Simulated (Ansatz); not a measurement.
**GaCS (doublet): from Hartree-Fock to the top rungs, cc-pVDZ**

One table from this session's results is given with a row withheld; the runs are named, their logs left out.

Method: cc-pVDZ, core rule «outside noble gas», up to 20 orbitals frozen; program: Ansatz 0.2.0, Gaussian basis.

Plan: UHF; CCSD(T) on ROHF; CCSD(T) on UHF; BCCD(T) on ROHF; CISD; CCSDT(Q) on ROHF; CCSDT(Q) on UHF.

24 further runs of the same task are left out: 7 for a known fault of the program, 1 for a mislabelled method, 6 that didn't finish, 10 set aside as unsound or not needed.

## The geometry

The geometry is a PBE0/def2-TZVP stationary point (not a proven minimum) of the parent state, kept for this charge and spin. No spin-orbit coupling is included. The filled d shell of Ga may be among the frozen orbitals whatever the setting's name suggests; the logs give the count.

3 atoms, charge 0, spin multiplicity 2.

Atoms are counted from 1 here; the program's logs count them from 0.

Bond lengths: C1–S2 1.726 Å, C1–Ga3 1.874 Å, S2–Ga3 2.403 Å. Angles: S2–C1–Ga3 83.7°, C1–S2–Ga3 50.8°, C1–Ga3–S2 45.5°.

Set-up of the first run:

File in.yaml:

```yaml
crystal:
  periodic: [false, false, false]
  atoms:
    - {symbol: C, position_ang: [0.000000, -1.160693, 0.575194]}
    - {symbol: S, position_ang: [0.000000, 0.246092, 1.574708]}
    - {symbol: Ga, position_ang: [0.000000, 0.086769, -0.823279]}
basis:
  gaussian: {orbitals: cc-pVDZ}
magnetization: {spin_polarized: true, initial_magnetization: 1}
hamiltonian: {xc: hf}
output: {orbitals: {seedname: orbitals}}
```

On the command line:

```
$ ansatz run in.yaml --threads 1 --pin off --events-out ev --progress --plain --max-ram 2393MiB
```

Among the steps run: UHF; CCSD(T) on ROHF; CCSD(T) on UHF; BCCD(T) on ROHF; CISD; CCSDT(Q) on ROHF; CCSDT(Q) on UHF.

One of the session's tables, all rows but one given; the rest of the session is left out.

| method | from UCCSDT(Q) (meV) |
| --- | --- |
| ROHF | +9268.9 |
| UHF | +9041.6 |
| RMP2 | +1288.3 |
| UMP2 | +1611.2 |
| RCCSD | +558.8 |
| UCCSD | ? |
| RCCSD(T) | +82.1 |
| UCCSD(T) | +108.4 |
| BCCD(T) | +78.5 |
| RCCSDT | +50.8 |
| UCCSDT | +48.6 |
| RCCSDT(Q) | +13.2 |
| UCCSDT(Q) | 0 |

**Question.** Estimate the row for UCCSD.

**Answer.** from UCCSDT(Q) (meV): +552.3. In the column «from UCCSDT(Q) (meV)» it lies between UCCSD(T) (+108.4) and RCCSD (+558.8).

Not comparable, so not listed: CISD (they don't share determinant, frozen orbitals or solution with the rows shown, or repeat one).

Limits of these values: Restricted and unrestricted rows rest on different reference determinants; where their highest levels disagree by more than a few hundredths of an eV, they describe different states and don't form one ladder.
